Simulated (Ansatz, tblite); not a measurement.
# C16H48O6Si7: charged states by level of theory, part 3 of 3

Aim: the energy of removing and adding an electron for C16H48O6Si7, by energy differences, and how well orbital energies stand in for it.

Ansatz 0.2.0, Gaussian basis; as each input shows.

## (7) Charge +1 doublet, PBE0-D4/def2-SVP

Contents of in.yaml:

```yaml
crystal:
  periodic: [false, false, false]
  atoms:
    - {symbol: C, position_ang: [-5.761608, -2.908549, -0.804424]}
    - {symbol: Si, position_ang: [-4.226234, -1.908815, -0.384450]}
    - {symbol: C, position_ang: [-4.481620, -0.809854, 1.116885]}
    - {symbol: C, position_ang: [-2.719136, -3.039800, -0.172626]}
    - {symbol: O, position_ang: [-3.893634, -0.898221, -1.704633]}
    - {symbol: Si, position_ang: [-2.862138, -0.319754, -2.873147]}
    - {symbol: C, position_ang: [-2.038959, -1.727287, -3.806574]}
    - {symbol: C, position_ang: [-3.848676, 0.828306, -3.985429]}
    - {symbol: O, position_ang: [-1.632671, 0.564023, -2.138808]}
    - {symbol: Si, position_ang: [-1.218978, 1.473003, -0.798290]}
    - {symbol: C, position_ang: [-2.584763, 2.730247, -0.477144]}
    - {symbol: C, position_ang: [0.452980, 2.242425, -1.141298]}
    - {symbol: O, position_ang: [-1.118111, 0.443581, 0.526759]}
    - {symbol: Si, position_ang: [-0.565392, 0.327994, 2.116906]}
    - {symbol: C, position_ang: [-1.530956, 1.533038, 3.181999]}
    - {symbol: C, position_ang: [-0.735407, -1.451487, 2.656938]}
    - {symbol: O, position_ang: [1.066483, 0.718881, 2.124004]}
    - {symbol: Si, position_ang: [2.327460, 1.764157, 2.477790]}
    - {symbol: C, position_ang: [3.411874, 0.948057, 3.774825]}
    - {symbol: C, position_ang: [1.673754, 3.442550, 2.999421]}
    - {symbol: O, position_ang: [3.228881, 1.999959, 1.085500]}
    - {symbol: Si, position_ang: [4.068747, 1.377476, -0.221646]}
    - {symbol: C, position_ang: [4.207245, 2.721412, -1.514008]}
    - {symbol: C, position_ang: [5.753159, 0.772882, 0.385106]}
    - {symbol: O, position_ang: [3.250340, 0.074635, -0.875361]}
    - {symbol: Si, position_ang: [2.791342, -1.554286, -0.749935]}
    - {symbol: C, position_ang: [3.909407, -2.534289, -1.905066]}
    - {symbol: C, position_ang: [2.936608, -2.116381, 1.038956]}
    - {symbol: C, position_ang: [0.994777, -1.656927, -1.336571]}
    - {symbol: H, position_ang: [-6.622144, -2.235325, -0.994279]}
    - {symbol: H, position_ang: [-5.597746, -3.528527, -1.708574]}
    - {symbol: H, position_ang: [-6.028632, -3.582855, 0.034936]}
    - {symbol: H, position_ang: [-5.351426, -0.137933, 0.968153]}
    - {symbol: H, position_ang: [-3.583270, -0.183083, 1.284091]}
    - {symbol: H, position_ang: [-4.669770, -1.409351, 2.031220]}
    - {symbol: H, position_ang: [-2.848224, -3.687278, 0.718861]}
    - {symbol: H, position_ang: [-2.594258, -3.690749, -1.061003]}
    - {symbol: H, position_ang: [-1.809137, -2.421502, -0.041479]}
    - {symbol: H, position_ang: [-1.440311, -2.338495, -3.102593]}
    - {symbol: H, position_ang: [-2.805840, -2.367303, -4.286697]}
    - {symbol: H, position_ang: [-1.366653, -1.325709, -4.590824]}
    - {symbol: H, position_ang: [-4.641733, 0.260497, -4.511318]}
    - {symbol: H, position_ang: [-4.325198, 1.624776, -3.380341]}
    - {symbol: H, position_ang: [-3.178576, 1.293170, -4.735782]}
    - {symbol: H, position_ang: [-2.718328, 3.388213, -1.358829]}
    - {symbol: H, position_ang: [-3.536690, 2.198947, -0.276704]}
    - {symbol: H, position_ang: [-2.335235, 3.358267, 0.401457]}
    - {symbol: H, position_ang: [1.190906, 1.431828, -1.305757]}
    - {symbol: H, position_ang: [0.787483, 2.856137, -0.281812]}
    - {symbol: H, position_ang: [0.408136, 2.882320, -2.044985]}
    - {symbol: H, position_ang: [-1.395245, 2.578495, 2.839315]}
    - {symbol: H, position_ang: [-2.614550, 1.299139, 3.149441]}
    - {symbol: H, position_ang: [-1.203058, 1.472964, 4.239943]}
    - {symbol: H, position_ang: [-0.339418, -1.579762, 3.684494]}
    - {symbol: H, position_ang: [-1.798043, -1.765146, 2.654085]}
    - {symbol: H, position_ang: [-0.171366, -2.127802, 1.984659]}
    - {symbol: H, position_ang: [3.746095, -0.050505, 3.429432]}
    - {symbol: H, position_ang: [2.845699, 0.817983, 4.719369]}
    - {symbol: H, position_ang: [4.304911, 1.570890, 3.982014]}
    - {symbol: H, position_ang: [2.516840, 4.134679, 3.196501]}
    - {symbol: H, position_ang: [1.044209, 3.886351, 2.202008]}
    - {symbol: H, position_ang: [1.067202, 3.358037, 3.923248]}
    - {symbol: H, position_ang: [4.741387, 3.600386, -1.102313]}
    - {symbol: H, position_ang: [4.762255, 2.346422, -2.396800]}
    - {symbol: H, position_ang: [3.195552, 3.038855, -1.834947]}
    - {symbol: H, position_ang: [6.314677, 1.626677, 0.814500]}
    - {symbol: H, position_ang: [6.330003, 0.348262, -0.460350]}
    - {symbol: H, position_ang: [5.628158, -0.003371, 1.165434]}
    - {symbol: H, position_ang: [4.967299, -2.450577, -1.582469]}
    - {symbol: H, position_ang: [3.629714, -3.607827, -1.899071]}
    - {symbol: H, position_ang: [3.830685, -2.158993, -2.944923]}
    - {symbol: H, position_ang: [2.577695, -3.160331, 1.151874]}
    - {symbol: H, position_ang: [3.991608, -2.088297, 1.381045]}
    - {symbol: H, position_ang: [2.331841, -1.467059, 1.703480]}
    - {symbol: H, position_ang: [0.681935, -2.720422, -1.378662]}
    - {symbol: H, position_ang: [0.338309, -1.111013, -0.629888]}
    - {symbol: H, position_ang: [0.887489, -1.211075, -2.344853]}
basis:
  gaussian: {orbitals: def2-SVP, fitting: {mean_field: def2-universal-jkfit}, initial_orbitals: start.molden}
total_charge: 1
magnetization: {spin_polarized: true, initial_magnetization: 1}
hamiltonian: {xc: pbe0, dispersion: d4}
scf: {omitted_lower_state_checks: [starts]}
output: {orbitals: {seedname: orbitals}}
```

Launch:

```
> ansatz run in.yaml --threads 2 --pin off --events-out ev --progress --plain --max-ram 32768MiB --backend cuda --devices 0, --max-vram 18GiB
```

The program printed, cut to the lines that bear on the results:

```text
Functional definition: PBE0
  name "PBE0"
  cite "Adamo & Barone, J. Chem. Phys. 110, 6158 (1999) doi:10.1063/1.478522"
  cite "Perdew, Burke & Ernzerhof, Phys. Rev. Lett. 77, 3865 (1996) doi:10.1103/PhysRevLett.77.3865"
  parent pbe
[...]
3422 factors; integrals over basis functions are off by at most 2.4e-1 eV
[...]
mean field -84718.08898754 eV, -3113.3323463088 hartree, gradient 2.1e-5 eV, S^2 0.752288; 0 other end points of the search recorded, 0 dependent functions left out
reference -84718.08906605 eV, -3113.3323491941 hartree; 145, 144 occupied and 529, 530 virtual orbitals, 3422 factors
Total energy: -84720.75224188 eV, -3113.4302191006 hartree
Checks for a lower state left out: starts
```

Wall time 21 s (1 × H100 (card shared with other runs) with 2 threads of AMD EPYC 7R13, shared host); peak host memory 1.3 GiB.

Report: HOMO -10.11 eV, LUMO -9.44 eV (over both spins); ⟨S²⟩ 0.752 (pure: 0.75).

## (8) Charge +1 doublet, PBE-D4/def2-SVP

in.yaml, as its differences from that of step 7:

```diff
@@ -84,3 +84,3 @@
 magnetization: {spin_polarized: true, initial_magnetization: 1}
-hamiltonian: {xc: pbe0, dispersion: d4}
+hamiltonian: {xc: pbe, dispersion: d4}
 scf: {omitted_lower_state_checks: [starts]}
```

Same command.

The program printed, cut to the lines that bear on the results:

```text
Functional definition: PBE
  name "PBE"
  cite "Perdew, Burke & Ernzerhof, Phys. Rev. Lett. 77, 3865 (1996) doi:10.1103/PhysRevLett.77.3865"
  parent pbe
[...]
3422 factors; integrals over basis functions are off by at most 2.4e-1 eV
[...]
mean field -84708.97287972 eV, -3112.9973355258 hartree, gradient 1.2e-5 eV, S^2 0.750597; 0 other end points of the search recorded, 0 dependent functions left out
reference -84708.97298087 eV, -3112.9973392430 hartree; 145, 144 occupied and 529, 530 virtual orbitals, 3422 factors
Total energy: -84711.93652400 eV, -3113.1062474440 hartree
Checks for a lower state left out: starts
```

Run time: 19 s. Hardware: 1 × H100 (card shared with other runs) with 2 threads of AMD EPYC 7R13, shared host; peak host memory 1.4 GiB.

HOMO -9.07 eV, LUMO -8.97 eV (over both spins); ⟨S²⟩ 0.751 (pure: 0.75).

## (9) Adiabatic ionisation energy

Charged state less starting state, singlet to doublet; the starting state's energies are those of its earlier runs.

| level | adiabatic ionisation energy (eV) | time |
| --- | --- | --- |
| PBE-D4/def2-SVP | +7.60 | 27 s |
| PBE0-D4/def2-SVP | +8.51 | 29 s |

Times add the two runs; a level without a time comes out of a correlated run.

## (10) Charge -1 doublet at the fixed geometry, PBE0-D4/def2-SVP

Contents of in.yaml:

```yaml
crystal:
  periodic: [false, false, false]
  atoms:
    - {symbol: C, position_ang: [-5.731501, -2.883695, -0.748071]}
    - {symbol: Si, position_ang: [-4.202044, -1.835433, -0.405386]}
    - {symbol: C, position_ang: [-4.468602, -0.754060, 1.116007]}
    - {symbol: C, position_ang: [-2.675927, -2.925201, -0.198090]}
    - {symbol: O, position_ang: [-3.998752, -0.805662, -1.729038]}
    - {symbol: Si, position_ang: [-2.891163, -0.306550, -2.879394]}
    - {symbol: C, position_ang: [-2.174731, -1.769057, -3.810976]}
    - {symbol: C, position_ang: [-3.779848, 0.909888, -3.996261]}
    - {symbol: O, position_ang: [-1.601785, 0.469246, -2.133412]}
    - {symbol: Si, position_ang: [-1.247438, 1.429706, -0.811909]}
    - {symbol: C, position_ang: [-2.685609, 2.589119, -0.462161]}
    - {symbol: C, position_ang: [0.365382, 2.297514, -1.175629]}
    - {symbol: O, position_ang: [-1.062174, 0.396250, 0.509830]}
    - {symbol: Si, position_ang: [-0.549078, 0.323119, 2.102911]}
    - {symbol: C, position_ang: [-1.521146, 1.567555, 3.126932]}
    - {symbol: C, position_ang: [-0.779129, -1.437964, 2.694690]}
    - {symbol: O, position_ang: [1.085761, 0.671828, 2.189279]}
    - {symbol: Si, position_ang: [2.338108, 1.749170, 2.472202]}
    - {symbol: C, position_ang: [3.499086, 0.936844, 3.703514]}
    - {symbol: C, position_ang: [1.668445, 3.393412, 3.080662]}
    - {symbol: O, position_ang: [3.136993, 2.055124, 1.038139]}
    - {symbol: Si, position_ang: [4.015550, 1.365863, -0.217079]}
    - {symbol: C, position_ang: [4.240209, 2.687735, -1.521872]}
    - {symbol: C, position_ang: [5.655729, 0.731318, 0.455130]}
    - {symbol: O, position_ang: [3.146098, 0.111011, -0.895965]}
    - {symbol: Si, position_ang: [2.805552, -1.542536, -0.771230]}
    - {symbol: C, position_ang: [4.052854, -2.462886, -1.850884]}
    - {symbol: C, position_ang: [2.955187, -2.100968, 1.027453]}
    - {symbol: C, position_ang: [1.051454, -1.797007, -1.394870]}
    - {symbol: H, position_ang: [-6.620762, -2.241681, -0.914936]}
    - {symbol: H, position_ang: [-5.588603, -3.507937, -1.654132]}
    - {symbol: H, position_ang: [-5.953926, -3.562191, 0.101782]}
    - {symbol: H, position_ang: [-5.345239, -0.088374, 0.978737]}
    - {symbol: H, position_ang: [-3.574433, -0.121611, 1.283227]}
    - {symbol: H, position_ang: [-4.641484, -1.365164, 2.026159]}
    - {symbol: H, position_ang: [-2.754783, -3.558663, 0.709858]}
    - {symbol: H, position_ang: [-2.542949, -3.598379, -1.069901]}
    - {symbol: H, position_ang: [-1.768286, -2.296615, -0.101036]}
    - {symbol: H, position_ang: [-1.596154, -2.419330, -3.124497]}
    - {symbol: H, position_ang: [-2.972952, -2.376703, -4.283691]}
    - {symbol: H, position_ang: [-1.484919, -1.423533, -4.608098]}
    - {symbol: H, position_ang: [-4.616106, 0.418966, -4.534508]}
    - {symbol: H, position_ang: [-4.203226, 1.743099, -3.399184]}
    - {symbol: H, position_ang: [-3.087438, 1.339666, -4.748295]}
    - {symbol: H, position_ang: [-2.858827, 3.272749, -1.318708]}
    - {symbol: H, position_ang: [-3.613836, 2.005039, -0.296577]}
    - {symbol: H, position_ang: [-2.503447, 3.209913, 0.438805]}
    - {symbol: H, position_ang: [1.148355, 1.539698, -1.378821]}
    - {symbol: H, position_ang: [0.712837, 2.916539, -0.324713]}
    - {symbol: H, position_ang: [0.263809, 2.949789, -2.066960]}
    - {symbol: H, position_ang: [-1.353506, 2.603292, 2.767563]}
    - {symbol: H, position_ang: [-2.608964, 1.358394, 3.065508]}
    - {symbol: H, position_ang: [-1.225045, 1.527012, 4.195494]}
    - {symbol: H, position_ang: [-0.413726, -1.549409, 3.735800]}
    - {symbol: H, position_ang: [-1.846456, -1.734268, 2.663796]}
    - {symbol: H, position_ang: [-0.208914, -2.139788, 2.053406]}
    - {symbol: H, position_ang: [3.811288, -0.063503, 3.341302]}
    - {symbol: H, position_ang: [3.002684, 0.799446, 4.686050]}
    - {symbol: H, position_ang: [4.411053, 1.548318, 3.859356]}
    - {symbol: H, position_ang: [2.499169, 4.101733, 3.276856]}
    - {symbol: H, position_ang: [1.007916, 3.853837, 2.317784]}
    - {symbol: H, position_ang: [1.086123, 3.275755, 4.016829]}
    - {symbol: H, position_ang: [4.783197, 3.563121, -1.111160]}
    - {symbol: H, position_ang: [4.811803, 2.296620, -2.387997]}
    - {symbol: H, position_ang: [3.252844, 3.034267, -1.887387]}
    - {symbol: H, position_ang: [6.248223, 1.557867, 0.898714]}
    - {symbol: H, position_ang: [6.262396, 0.269964, -0.351380]}
    - {symbol: H, position_ang: [5.499357, -0.032516, 1.243638]}
    - {symbol: H, position_ang: [5.091544, -2.291673, -1.497654]}
    - {symbol: H, position_ang: [3.866318, -3.557112, -1.837787]}
    - {symbol: H, position_ang: [3.990621, -2.119424, -2.904573]}
    - {symbol: H, position_ang: [2.636072, -3.158519, 1.137520]}
    - {symbol: H, position_ang: [4.000347, -2.027734, 1.393267]}
    - {symbol: H, position_ang: [2.310642, -1.474220, 1.676668]}
    - {symbol: H, position_ang: [0.784376, -2.874235, -1.402897]}
    - {symbol: H, position_ang: [0.323461, -1.262274, -0.752905]}
    - {symbol: H, position_ang: [0.932077, -1.403931, -2.424855]}
basis:
  gaussian: {orbitals: def2-SVP, fitting: {mean_field: def2-universal-jkfit}}
total_charge: -1
magnetization: {spin_polarized: true, initial_magnetization: 1}
hamiltonian: {xc: pbe0, dispersion: d4}
scf: {omitted_lower_state_checks: [starts]}
output: {orbitals: {seedname: orbitals}}
```

The command is unchanged.

The program printed, cut to the lines that bear on the results:

```text
Functional definition: PBE0
  name "PBE0"
  cite "Adamo & Barone, J. Chem. Phys. 110, 6158 (1999) doi:10.1063/1.478522"
  cite "Perdew, Burke & Ernzerhof, Phys. Rev. Lett. 77, 3865 (1996) doi:10.1103/PhysRevLett.77.3865"
  parent pbe
[...]
3422 factors; integrals over basis functions are off by at most 2.4e-1 eV
[...]
mean field -84724.70976981 eV, -3113.5756555696 hartree, gradient 3.8e-5 eV, S^2 0.750204; 0 other end points of the search recorded, 0 dependent functions left out
reference -84724.70984074 eV, -3113.5756581762 hartree; 146, 145 occupied and 528, 529 virtual orbitals, 3422 factors
Total energy: -84727.50121372 eV, -3113.6782392411 hartree
Checks for a lower state left out: starts
```

Wall time 24 s (1 × H100 (card shared with other runs) with 2 threads of AMD EPYC 7R13, shared host); peak host memory 1.3 GiB.

Report: HOMO 2.73 eV, LUMO 3.46 eV (over both spins); ⟨S²⟩ 0.750 (pure: 0.75). Doubts: highest occupied level lies above zero.

## (11) Charge -1 doublet at the fixed geometry, PBE-D4/def2-SVP

in.yaml, as its differences from that of step 10:

```diff
@@ -81,6 +81,6 @@
 basis:
-  gaussian: {orbitals: def2-SVP, fitting: {mean_field: def2-universal-jkfit}}
+  gaussian: {orbitals: def2-SVP, fitting: {mean_field: def2-universal-jkfit}, initial_orbitals: start.molden}
 total_charge: -1
 magnetization: {spin_polarized: true, initial_magnetization: 1}
-hamiltonian: {xc: pbe0, dispersion: d4}
+hamiltonian: {xc: pbe, dispersion: d4}
 scf: {omitted_lower_state_checks: [starts]}
```

Same command.

The program printed, cut to the lines that bear on the results:

```text
Functional definition: PBE
  name "PBE"
  cite "Perdew, Burke & Ernzerhof, Phys. Rev. Lett. 77, 3865 (1996) doi:10.1103/PhysRevLett.77.3865"
  parent pbe
[...]
3422 factors; integrals over basis functions are off by at most 2.4e-1 eV
[...]
mean field -84715.13065423 eV, -3113.2236295651 hartree, gradient 1.4e-5 eV, S^2 0.750104; 0 other end points of the search recorded, 0 dependent functions left out
reference -84715.13074974 eV, -3113.2236330749 hartree; 146, 145 occupied and 528, 529 virtual orbitals, 3422 factors
Total energy: -84718.23859375 eV, -3113.3378442358 hartree
Checks for a lower state left out: starts
```

It took 15 s on 1 × H100 (card shared with other runs) with 2 threads of AMD EPYC 7R13, shared host; peak host memory 1.3 GiB.

Report: HOMO 2.60 eV, LUMO 2.65 eV (over both spins); ⟨S²⟩ 0.750 (pure: 0.75). Doubts: highest occupied level lies above zero.

## (12) Charge -1 doublet at the fixed geometry, r2SCANh-D4/def2-SVP

in.yaml, as its differences from that of step 11:

```diff
@@ -84,3 +84,3 @@
 magnetization: {spin_polarized: true, initial_magnetization: 1}
-hamiltonian: {xc: pbe, dispersion: d4}
+hamiltonian: {xc: {name: r2SCANh}, dispersion: d4}
 scf: {omitted_lower_state_checks: [starts]}
```

The command is unchanged.

The program printed, cut to the lines that bear on the results:

```text
Functional definition: r2SCANh
  name "r2SCANh"
  cite "Bursch, Neugebauer, Ehlert & Grimme, J. Chem. Phys. 156, 134105 (2022) doi:10.1063/5.0086040"
  cite "Furness, Kaplan, Ning, Perdew & Sun, J. Phys. Chem. Lett. 11, 8208 (2020) doi:10.1021/acs.jpclett.0c02405"
  cite "Furness, Kaplan, Ning, Perdew & Sun, J. Phys. Chem. Lett. 11, 9248 (2020) doi:10.1021/acs.jpclett.0c03077"
  parent r2scan
[...]
3422 factors; integrals over basis functions are off by at most 2.4e-1 eV
[...]
mean field -84759.44491465 eV, -3114.8521485981 hartree, gradient 1.7e-5 eV, S^2 0.750708; 0 other end points of the search recorded, 0 dependent functions left out
reference -84759.44494456 eV, -3114.8521496973 hartree; 146, 145 occupied and 528, 529 virtual orbitals, 3422 factors
Total energy: -84760.56161329 eV, -3114.8931865162 hartree
Checks for a lower state left out: starts
```

Wall time 23 s (1 × H100 (card shared with other runs) with 2 threads of AMD EPYC 7R13, shared host); peak host memory 1.6 GiB.

Report: HOMO 2.89 eV, LUMO 3.44 eV (over both spins); ⟨S²⟩ 0.751 (pure: 0.75). Doubts: highest occupied level lies above zero.

## (13) Vertical electron affinity

Starting state less charged state (positive: the electron is bound), singlet to doublet; the starting state's energies are those of its earlier runs.

| level | vertical electron affinity (eV) | time |
| --- | --- | --- |
| PBE-D4/def2-SVP | -1.30 | 22 s |
| r2SCANh-D4/def2-SVP | -1.82 | 38 s |
| PBE0-D4/def2-SVP | -1.76 | 32 s |

Times add the two runs; a level without a time comes out of a correlated run.

Beside −ε(LUMO) of the starting state:

| level | −ε(LUMO) (eV) | by difference (eV) | mismatch (eV) |
| --- | --- | --- | --- |
| PBE-D4/def2-SVP | -0.09 | -1.30 | +1.21 |
| r2SCANh-D4/def2-SVP | -0.80 | -1.82 | +1.02 |
| PBE0-D4/def2-SVP | -0.89 | -1.76 | +0.87 |

## (14) What came out

This closing draws on all 3 parts.

| quantity | value |
| --- | --- |
| vertical ionisation energy, functionals in def2-SVP | 7.68 (PBE-D4) to 8.62 eV (PBE0-D4) |
| adiabatic ionisation energy, functionals in def2-SVP | 7.60 (PBE-D4) to 8.51 eV (PBE0-D4) |
| vertical electron affinity, functionals in def2-SVP | -1.82 (r2SCANh-D4) to -1.30 eV (PBE-D4) |
| relaxation of the cation side, PBE-D4/def2-SVP | 0.08 eV |

**Reading.** The vertical ionisation energy spans 7.68 to 8.62 eV over the functionals. −ε(HOMO) misses the level's own difference by -1.11 eV at best (PBE0-D4) and -1.59 eV at worst (PBE-D4). The adiabatic ionisation energy spans 7.60 to 8.51 eV over the functionals. The vertical electron affinity spans -1.82 to -1.30 eV over the functionals. A negative affinity means an unbound electron, held by the basis alone. −ε(LUMO) misses the level's own difference by +0.87 eV at best (PBE0-D4) and +1.21 eV at worst (PBE-D4). Relaxing the oxidised state gains 0.08 eV at PBE-D4/def2-SVP.
